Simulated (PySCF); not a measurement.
# CH4ClGe (SMILES Cl[CH2][GeH2]): UPBE/3-21G (max memory mb 1860)

Aim: a structure relaxation of CH4ClGe. Input form: a Python script.

Program for the calculation: PySCF 2.14.0.

### Step 1. The system as given

CH4ClGe has 7 atoms, charge 0, and is taken as a doublet. As SMILES, `Cl[CH2][GeH2]`. The shape comes from GFN2-xTB, which is rough for such elements, and wasn't checked as a minimum. This is one conformer, not always the lowest. The run starts from this shape.

Bond lengths: Cl1–C2 1.761 Å, C2–Ge3 2.045 Å, C2–H4 1.086 Å, C2–H5 1.088 Å, Ge3–H6 1.570 Å, Ge3–H7 1.557 Å. Angles: Cl1–C2–Ge3 107.7°, Cl1–C2–H4 108.3°, Cl1–C2–H5 108.2°, Ge3–C2–H4 114.5°, Ge3–C2–H5 108.1°, C2–Ge3–H6 102.8°, C2–Ge3–H7 102.1°, H4–C2–H5 109.9°, H6–Ge3–H7 100.3°.

### Step 2. A structure relaxation at UPBE/3-21G (max memory mb 1860)

run.py reads:

```python
from pyscf import gto, dft
from pyscf.geomopt.geometric_solver import kernel as optimise

mol = gto.M(
    atom='''
Cl    -0.047848    -2.945478    -2.624622
C     -1.288604    -0.464381    -0.787921
Ge     1.666776     1.759751     0.331477
H     -2.713609     0.510150    -1.896983
H     -2.147844    -1.278116     0.894275
H      0.828532     2.657201     3.031744
H      3.702616    -0.239126     1.052048
''',
    unit='bohr',
    verbose=3,
    max_memory=1860,
    spin=1,
    basis='3-21g',
)

ks = dft.UKS(mol)
ks.xc = 'pbe'
ks.conv_tol = 1e-10
ks.grids.level = 4
converged, mol_eq = optimise(ks, maxsteps=60, convergence_set='GAU_TIGHT')
print('converged:', converged)
print(mol_eq.tostring())

ks.reset(mol_eq)
mol = mol_eq
ks.kernel()
if not ks.converged:
    ks = ks.newton().run(ks.mo_coeff, ks.mo_occ)
e_tot = ks.e_tot
print(f'total energy: {e_tot:.8f} hartree')
```

Started as:

```console
OMP_NUM_THREADS=1 python run.py
```

**Question.** What will come out? Wanted: total energy at the end; dipole moment; HOMO energy; LUMO energy; ⟨S²⟩.

Computed results:

Level: UPBE/3-21G (max memory mb 1860).

| quantity | value |
| --- | --- |
| total energy at the end | -2564.58879 Eh |
| dipole moment | 2.34 D |
| HOMO energy (highest over α and β) | -5.13 eV |
| LUMO energy (lowest over α and β) | -3.66 eV |
| ⟨S²⟩ | 0.751 |

At the final geometry: Bond lengths: Cl1–C2 1.917 Å, C2–Ge3 1.962 Å, C2–H4 1.098 Å, C2–H5 1.101 Å, Ge3–H6 1.564 Å, Ge3–H7 1.555 Å. Angles: Cl1–C2–Ge3 109.2°, Cl1–C2–H4 105.1°, Cl1–C2–H5 104.2°, Ge3–C2–H4 113.5°, Ge3–C2–H5 114.3°, C2–Ge3–H6 109.8°, C2–Ge3–H7 109.7°, H4–C2–H5 109.7°, H6–Ge3–H7 113.6°. The optimisation took 16 steps and changed the energy by -0.424 eV.
